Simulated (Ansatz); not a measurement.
NbCo3, space group Pm-3m, cell relaxations under several functionals

Program: the Python package of Ansatz (0.2.0).

Interactive session:
```pycon
>>> import warnings
>>> import ansatz as az
>>> import numpy as np
>>> SETTINGS = {
...     'kgrid': (7, 7, 7),
...     'filling': 'Fermi-Dirac',
...     'sigma': 0.1,
...     'scf_tol': 1e-09,
... }
>>> def edges_and_angles(cell):
...     cell = np.asarray(cell)
...     a, b, c = np.linalg.norm(cell, axis=1)
...     cosines = cell[1] @ cell[2] / (b * c), cell[0] @ cell[2] / (a * c), cell[0] @ cell[1] / (a * b)
...     return (a, b, c, *np.degrees(np.arccos(cosines)))
...
>>> warnings.simplefilter('ignore', az.DeckWarning)
>>> cell = (
...     az.Lattice.of((3.614478, 0.0, 0.0), (0.0, 3.614478, 0.0), (0.0, 0.0, 3.614478))
...     .atom('Nb', (0.0, 0.0, 0.0))
...     .atom('Co', (0.5, 0.5, 0.0))
...     .atom('Co', (0.5, 0.0, 0.5))
...     .atom('Co', (0.0, 0.5, 0.5))
...     .moments(Co=2.5)
... )
>>> model = (
...     cell.calculation()
...     .kpoints(*SETTINGS['kgrid'], center='gamma')
...     .occupations(SETTINGS['filling'], width=SETTINGS['sigma'])
...     .scf(tolerance=SETTINGS['scf_tol'])
...     .spin(az.SpinTreatment.COLLINEAR)
...     .basis(41 * az.Ry)
...     .relax(cell=True)
... )
>>> levels = [('blyp', 'd3bj'), ('pbesol', 'none'), ('pbesol', 'd3bj')]
>>> print('level            a       b       c    alpha   beta  gamma  V/atom  steps')
level            a       b       c    alpha   beta  gamma  V/atom  steps
>>> for name, dispersion in levels:
...     seen = []
...     run = model.functional(name, dispersion=dispersion).session().plan()
...     out = run.execute(on_event=lambda e: seen.append(e) if e['event'] == 'relax_step' else None)
...     cell = out.lattice.cell_ang
...     label = name if dispersion == 'none' else f'{name}+{dispersion}'
...     print('{:13s} {:7.4f} {:7.4f} {:7.4f} {:6.2f} {:6.2f} {:6.2f}'.format(label, *edges_and_angles(cell)), f'{abs(np.linalg.det(cell)) / len(out.lattice.sites):7.3f} {len(seen):5d}')
...
RunWarning: the starting moments were not kept: the SCF closed with an absolute magnetisation of 6.5e-6 μB, where they sum to 7.5 μB in size (3 sites). That is at most 0.1 of that sum. Measured as dr2_m measures the in/out step, that magnetisation stands 2.6e-11 eV from none, at or under the dr2_threshold of 1.0e-9 eV: it is no larger than a step whose dr2_m would equal this threshold. The system [...]
blyp+d3bj      3.5968  3.5968  3.5968  90.00  90.00  90.00  11.633     4
pbesol         3.5887  3.5887  3.5887  90.00  90.00  90.00  11.554     4
pbesol+d3bj    3.5560  3.5560  3.5560  90.00  90.00  90.00  11.241     5
```

From smallest to largest: PBEsol+D3BJ (11.24 Å³ an atom, -4.8 % against the start), PBEsol (11.55 Å³ an atom, -2.1 % against the start) and BLYP+D3BJ (11.63 Å³ an atom, -1.5 % against the start). The spread is 3.5 % in volume.

Caveats:
- The SCF didn't keep the moments it started from (some shrank, vanished or turned); what is printed is the state reached.
- Forces vanish by symmetry, so the ions can't move, and the end may be a saddle.
- BLYP and dispersion corrections can be off by several per cent in the lattices of metals, and by several GPa in the pressure at a fixed cell.
- For a metal this k-point mesh is coarse: on a finer one energies can move by several to tens of meV an atom and pressures by half a GPa or more, differences at one mesh by less.
- The structure comes from a database of computed cells and needn't be a stable or known phase.
- Warnings are shown shortened and without file and line.
- The script silences the warnings on its input, which a real study should read.
- Run time: 110 s on 1 thread of Arm Neoverse V2, on a shared host, peak memory 0.52 GiB.
